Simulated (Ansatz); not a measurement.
# wB97M-V/STO-3G run of SnH4 (SMILES [SnH4])

Aim: the electronic atomisation energy of SnH4 at wB97M-V/STO-3G, from 3 runs. 

The calculation is run with Ansatz 0.2.0.

## 1. The molecule

SnH4: 5 atoms, total charge 0, spin state singlet. SMILES: `[SnH4]`. The shape is that of a PBE0-D4/def2-TZVP optimisation.

Bond lengths: Sn1–H2 1.704 Å, Sn1–H3 1.704 Å, Sn1–H4 1.704 Å, Sn1–H5 1.704 Å. Angles: H2–Sn1–H3 109.5°, H2–Sn1–H4 109.5°, H2–Sn1–H5 109.5°, H3–Sn1–H4 109.5°, H3–Sn1–H5 109.5°, H4–Sn1–H5 109.5°.

## 2. The energy at wB97M-V/STO-3G

Input file job.yaml:

```yaml
crystal:
  periodic: [false, false, false]
  atoms:
    - {symbol: Sn, position_ang: [0.000030, 0.000010, 0.000040]}
    - {symbol: H, position_ang: [0.823920, -0.853480, 1.222940]}
    - {symbol: H, position_ang: [-1.563610, 0.403420, 0.543140]}
    - {symbol: H, position_ang: [-0.116810, -0.974610, -1.392490]}
    - {symbol: H, position_ang: [0.856470, 1.424640, -0.373640]}
basis:
  gaussian:
    orbitals: STO-3G
hamiltonian:
  xc: {name: wB97M-V}
accuracy: high
```

Started as:

```sh
ansatz run job.yaml --threads 1 --pin off --max-ram 3480MiB --events-out events.jsonl --progress --plain --runs-dir runs
```

What it wrote:

```text
Warning: RAYON_NUM_THREADS=1 ignored (pool sized by the plan → 1); use --threads N
Functional definition: wB97M-V
  name "wB97M-V"
  parameter omega = 0.3/bohr
  parameter cx = 0.15
  parameter cx01 = 1.007
  parameter cx10 = 0.259
  parameter css00 = 0.443
  parameter css04 = -1.437
  parameter css10 = -4.535
  parameter css20 = -3.390
  parameter css43 = 4.278
  parameter cos00 = 1.000
  parameter cos10 = 1.358
  parameter cos20 = 2.924
  parameter cos21 = -8.812
  parameter cos60 = -1.390
  parameter cos61 = 9.142
  parameter b = 6.0
  parameter c = 0.01
  gx(w, u) = 1 - cx + cx01*u + cx10*w
  gss(w, u) = css00 + css04*u^4 + css10*w + css20*w^2 + css43*w^4*u^3
  gos(w, u) = cos00 + cos10*w + (cos20 + cos21*u)*w^2 + (cos60 + cos61*u)*w^6
  exchange = spin_sum(e_x_unif_sr(omega)*gx(b97_w, b97_u_x)) + cx*exact_x_sr(omega) + exact_x_lr(omega)
  correlation = spin_sum(e_c_pw_mod_same_spin*gss(b97_w, b97_u_same))
      + integral(e_c_pw_mod_opposite_spin*gos(b97_w_opposite, b97_u_opposite)) + vv10(b, c)
543 factors; integrals over basis functions are off by at most 4.9e-9 eV
124 factors; integrals over basis functions are off by at most 1.1e-9 eV
mean field evaluation 1: about -162392.3049 eV, gradient 5.4e0 eV
mean field evaluation 2: about -162392.4943 eV, gradient 1.2e0 eV
mean field evaluation 4: about -162392.4056 eV, gradient 2.4e-1 eV
mean field evaluation 8: about -162392.4060 eV, gradient 1.9e-5 eV
mean field -162392.40595720 eV, -5967.8108454008 hartree, gradient 1.5e-8 eV, S^2 0.000000; 0 other end points of the search recorded, 0 dependent functions left out
reference -162392.40595970 eV, -5967.8108454929 hartree; 27, 27 occupied and 4, 4 virtual orbitals, 543 factors
Total energy: -162392.40595970 eV, -5967.8108454929 hartree
```

It took 15 s on 1 thread of Arm Neoverse V2, shared host; peak memory 0.27 GiB.

## 3. The H atom, same level

Input file job.yaml:

```yaml
crystal:
  periodic: [false, false, false]
  atoms:
    - {symbol: H, position_ang: [0.000000, 0.000000, 0.000000]}
basis:
  gaussian:
    orbitals: STO-3G
magnetization:
  spin_polarized: true
  initial_magnetization: 1
hamiltonian:
  xc: {name: wB97M-V}
accuracy: high
```

Run the same way, it converges to -0.45654 Eh (log not shown).

## 4. The Sn atom at the same level

Input file run.yaml:

```yaml
basis:
  gaussian: {orbitals: STO-3G}
crystal:
  periodic: [false, false, false]
  atoms:
    - {symbol: Sn, position_ang: [0.000000, 0.000000, 0.000000]}
total_charge: 0
magnetization: {spin_polarized: true, initial_magnetization: 2}
hamiltonian: {xc: {name: wB97M-V}}
accuracy: high
```

Run the same way, it converges to -5965.29345 Eh (log not shown).

## 5. Outcome

At wB97M-V/STO-3G:

| quantity | value |
| --- | --- |
| molecule: total energy | -5967.81085 Eh |
| H atom: total energy | -0.45654 Eh |
| H atom: ⟨S²⟩ | 0.750 |
| Sn atom: total energy | -5965.29345 Eh |
| Sn atom: ⟨S²⟩ | 2.000 |
| electronic atomisation energy | 18.809 eV |

Taking the molecule apart into free atoms costs 18.81 eV (434 kcal/mol), before zero-point energy and without spin-orbit coupling. In a minimal basis such a difference can be off by several eV, whatever the method. Relativity is left out (molecule) although the molecule holds a heavy atom. Relativity is left out (Sn atom) although the molecule holds a heavy atom.
